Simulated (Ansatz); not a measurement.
## AlClGeH4, SMILES [Cl][AlH][GeH3]: harmonic frequencies at the relaxed geometry

Program: the Ansatz DFT code, driven from Python.

The script, `freq_alclgeh4.py`:
```python
import logging
import sys

import ansatz as az
from ase import Atoms
import numpy as np

logging.basicConfig(stream=sys.stdout, format="[%(levelname)s] %(message)s")
log = logging.getLogger("alclgeh4")
log.setLevel(logging.INFO)

atoms = Atoms(["Cl", "Al", "Ge", "H", "H", "H", "H"], positions=[
    (-2.6076, -1.5795, -0.1372),
    (-0.4845, -1.2616, 0.1312),
    (0.471, 0.9651, -0.1004),
    (0.5203, -2.5016, 0.4744),
    (0.2381, 1.4999, -1.531),
    (-0.135, 1.9303, 0.9563),
    (2.059, 0.8794, 0.161),
])
geometry = az.Crystal.molecule_from_ase(atoms)

calc = (
    geometry.calculation()
    .basis(gaussian="def2-SVP")
    .functional("b3lyp")
)
symbols = [site.symbol for site in geometry.cartesian_sites]
start = np.array([site.position_ang for site in geometry.cartesian_sites], dtype=float)
data = calc.relax(force_tolerance=0.003).run(threads=1).report
end = np.array(data["positions_ang"])

log.info("bond        before    after (A)")
for i, j in [(0, 1), (1, 2), (1, 3), (2, 4), (2, 5), (2, 6)]:
    d0, d1 = (np.linalg.norm(xyz[i] - xyz[j]) for xyz in (start, end))
    print(f"{symbols[i]}{i}-{symbols[j]}{j}".ljust(10), f"{d0:8.4f} {d1:8.4f}")

minimum = az.Crystal.molecule()
for symbol, xyz in zip(symbols, end):
    minimum = minimum.atom(symbol, xyz.tolist())
vibrating = (
    minimum.calculation()
    .basis(gaussian="def2-SVP")
    .functional("b3lyp")
    .phonons(temperatures=(200, 600, 100))
)
vib = vibrating.run(threads=1).report["vibrations"]
sums = vib["harmonic_sums"]
modes = [m["omega_inv_cm"] for m in sums["modes_at_gamma"] if m["rigid_motion"] == "no"]
print("frequencies (1/cm):", " ".join(f"{w:.0f}" for w in modes))
print("imaginary modes:", sum(w < 0 for w in modes), " zero-point energy:", round(sums["zero_point_energy_ev"], 4), "eV")
log.info("T (K)   F_vib (eV)   S_vib (meV/K)   C_vib (meV/K)")
for row in zip(sums["temperatures_k"], sums["vibrational_free_energy_ev"], vib["entropy_ev_per_k"], vib["heat_capacity_ev_per_k"]):
    log.info(f"{row[0]:6.1f} {row[1]:11.4f} {1000 * row[2]:13.4f} {1000 * row[3]:15.4f}")
```

Output of `python freq_alclgeh4.py`:
```text
[INFO] bond        before    after (A)
Cl0-Al1      2.1635   2.1202
Al1-Ge2      2.4341   2.4785
Al1-H3       1.6325   1.5805
Ge2-H4       1.5449   1.5467
Ge2-H5       1.5542   1.5466
Ge2-H6       1.6117   1.5464
frequencies (1/cm): 21 101 305 326 421 478 532 661 800 887 888 1947 2102 2108 2111
imaginary modes: 0  zero-point energy: 0.8484 eV
[INFO] T (K)   F_vib (eV)   S_vib (meV/K)   C_vib (meV/K)
[INFO]  200.0      0.7974        0.4762          0.4266
[INFO]  300.0      0.7393        0.6838          0.5992
[INFO]  400.0      0.6612        0.8736          0.7196
[INFO]  500.0      0.5652        1.0443          0.8099
[INFO]  600.0      0.4529        1.1986          0.8829
```

Notes:
- The frequencies are harmonic and unscaled, in a modest basis. The result belongs to the one conformer reached from this start, and soft torsions count as harmonic oscillators.
- b3lyp holds the VWN-RPA fit, as in Gaussian; the form of ORCA and Turbomole is b3lyp5.
- Timing: 2.1 min on 1 thread of Arm Neoverse V2, on a shared host, peak memory 0.27 GiB.

(Lines on the test bed's own set-up are left out of the output.)
